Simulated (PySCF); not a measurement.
# [BiF3]2+: other functionals and bases at one geometry

One table from this session's results is given with a row withheld; the runs are named, their logs left out.

The runs use PySCF 2.14.0; several levels, as the steps say, no spin–orbit coupling.

4 further runs of the same task are left out: 2 for a known fault of the program, 1 that didn't finish, 1 set aside as unsound or not needed.

## The system as given

4 atoms, charge 2, spin multiplicity 1.

Bond lengths: Bi1–F2 1.995 Å, Bi1–F3 1.995 Å, Bi1–F4 1.995 Å. Angles: F2–Bi1–F3 125.3°, F2–Bi1–F4 117.3°, F3–Bi1–F4 117.3°.

Coordinates:

```xyz
4

Bi    0.3093    0.0000    0.0000
F    -0.6066    0.0000    1.7724
F    -0.6066    0.0000   -1.7724
F     2.3045    0.0000    0.0000
```

Formal oxidation states: Bi +5. An earlier session relaxed this geometry at TPSS, Bi def2-SVP with ECP60, F def2-SVP (singlet, point group C2v).

At TPSS on the finer grid: E = -512.819607 Eh, HOMO -23.88 eV, LUMO -22.35 eV, Mulliken charge on Bi1 +2.10 e, largest force component 0.065 eV/Å. 

Levels to run: HF; r2SCAN; B3LYP; BLYP; TPSS, TZVP; TPSS, x2c-SVP. Hardware: 2 threads of Arm Neoverse V1, shared host.

Set-up of the first run:

Input file run.py (the lines that set the calculation):

```python
mol = gto.M(atom='''
Bi     0.30926     0.00000     0.00000
F     -0.60658     0.00000     1.77243
F     -0.60658     0.00000    -1.77243
F      2.30447     0.00000     0.00000''',
    basis={'Bi': 'def2-SVP', 'F': 'def2-SVP'},
    ecp={'Bi': 'def2-SVP'},
    charge=2, spin=0)
mf = scf.RHF(mol)
mf = mf.density_fit()  # fitting sets: Bi def2-universal-JKFIT, F def2-universal-JKFIT
mf.conv_tol = 1e-08; mf.max_cycle = 55
mf.kernel(dm0)  # dm0: the density of the relaxed state
```

Started as:

```console
OMP_NUM_THREADS=2 python run.py
```

Among the steps run: HF; r2SCAN; B3LYP; BLYP; TPSS, TZVP; TPSS, x2c-SVP.

One of the session's tables, all rows but one given; the rest of the session is left out.

| level | HOMO (eV) | gap (eV) | charge on Bi1 (e) | dipole (D) | largest force component (eV/Å) |
| --- | --- | --- | --- | --- | --- |
| TPSS (relaxed here) | -23.88 | 1.53 | 2.10 | 0.24 | 0.06 |
| HF | -30.10 | 12.03 | 2.52 | 0.41 | 1.97 |
| r2SCAN | -24.32 | 1.78 | 2.17 | 0.26 | 0.32 |
| B3LYP | -25.59 | 3.63 | 2.16 | 0.27 | 0.31 |
| BLYP | ? | ? | ? | ? | ? |
| TPSS, TZVP | -23.92 | 1.59 | 2.10 | 0.24 | 1.12 |
| TPSS, x2c-SVP | -23.87 | 1.52 | 2.17 | 0.25 | 0.51 |

Estimate the missing values for BLYP.

As computed: HOMO (eV): -23.58; gap (eV): 1.28; charge on Bi1 (e): 2.05; dipole (D): 0.23; largest force component (eV/Å): 0.42. In the column «HOMO (eV)» it is the highest.

The dipole of a charged species depends on the origin, so these sizes hold for this origin alone.

In one basis the HOMO–LUMO gap runs from 1.28 eV (BLYP) to 12.03 eV (HF). The largest leftover force, 1.97 eV/Å with HF, stands at a geometry relaxed at another level. Total energies of different levels can't be compared.
